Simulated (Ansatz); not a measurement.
**C₂H₅BrGe: a ladder of functionals and wavefunction methods**

The task here is to estimate one member of a computed series from the others.

The runs use Ansatz 0.2.0, Gaussian basis; functionals in def2-TZVPP, the program's frozen cores in correlated methods.

The runs, in order: PBE-D4, r2SCAN-D4, PBE0-D4, B3LYP-D4, ωB97X-V, ωB97M-V, B2PLYP; CCSD(T)/def2-TZVPP; MP2/def2-QZVPP; extrapolation to the limit.

## The geometry

The geometry comes from an earlier relaxation with PBE0-D4 in a triple-zeta def2 set; it is a stationary point, not always the lowest conformer.

SMILES `C=[C]([GeH3])Br`, 9 atoms, charge 0, spin multiplicity 1.

Atoms are counted from 1 here; the program's logs count them from 0.

Bond lengths: C1–C2 1.324 Å, C1–H5 1.085 Å, C1–H6 1.086 Å, C2–Ge3 1.948 Å, C2–Br4 1.901 Å, Ge3–H7 1.534 Å, Ge3–H8 1.534 Å, Ge3–H9 1.537 Å. Angles: C2–C1–H5 122.8°, C2–C1–H6 119.6°, H5–C1–H6 117.5°, C1–C2–Ge3 125.2°, C1–C2–Br4 120.0°, Ge3–C2–Br4 114.9°, C2–Ge3–H7 109.1°, C2–Ge3–H8 109.1°, C2–Ge3–H9 107.7°, H7–Ge3–H8 109.7°, H7–Ge3–H9 110.6°, H8–Ge3–H9 110.6°.

The first run:

File in.yaml:

```yaml
crystal:
  periodic: [false, false, false]
  atoms:
    - {symbol: C, position_ang: [-0.524695, 1.425063, -0.474117]}
    - {symbol: C, position_ang: [-0.251694, 0.136734, -0.608042]}
    - {symbol: Ge, position_ang: [0.543331, -0.989992, 0.767195]}
    - {symbol: Br, position_ang: [-0.638782, -0.750366, -2.244019]}
    - {symbol: H, position_ang: [-0.968601, 2.017770, -1.266729]}
    - {symbol: H, position_ang: [-0.301576, 1.926771, 0.462353]}
    - {symbol: H, position_ang: [1.867644, -1.561369, 0.244436]}
    - {symbol: H, position_ang: [-0.420590, -2.137567, 1.095001]}
    - {symbol: H, position_ang: [0.783465, -0.113345, 2.006823]}
basis:
  gaussian: {orbitals: def2-TZVPP}
hamiltonian: {xc: pbe, dispersion: d4}
output: {forces: true, orbitals: {seedname: orbitals}}
```

Launch:

```
$ ansatz run in.yaml --threads 4 --pin off --events-out ev --progress --plain --max-ram 10444MiB
```

Among the steps run: PBE-D4 (GGA); r2SCAN-D4 (meta-GGA); PBE0-D4 (hybrid); B3LYP-D4 (hybrid); ωB97X-V (range-separated); ωB97M-V (range-separated); B2PLYP (double hybrid); CCSD(T) in def2-TZVPP; MP2 in def2-QZVPP.

One of the session's tables, all rows but one given; the rest of the session is left out.

| method | atomisation energy (eV) |
| --- | --- |
| PBE-D4 | 31.402 |
| r2SCAN-D4 | 31.012 |
| PBE0-D4 | 30.927 |
| B3LYP-D4 | ? |
| ωB97X-V | 30.916 |
| ωB97M-V | 30.738 |
| B2PLYP | 30.477 |
| HF/def2-TZVPP | 22.336 |
| MP2/def2-TZVPP | 30.631 |
| CCSD/def2-TZVPP | 29.788 |
| CCSD(T)/def2-TZVPP | 30.319 |
| MP2/CBS | 31.310 |
| CCSD(T)/CBS | 30.998 |

Q: Estimate the row for B3LYP-D4 from the others.

As computed: atomisation energy (eV): 30.743. In the column «atomisation energy (eV)» it lies between ωB97M-V (30.738) and ωB97X-V (30.916).

Limits of these values: Free atoms (2 C, 1 Ge, 1 Br, 5 H) were run apart at each level; the atomisation energy is their sum less the molecule, without zero-point or spin-orbit terms.
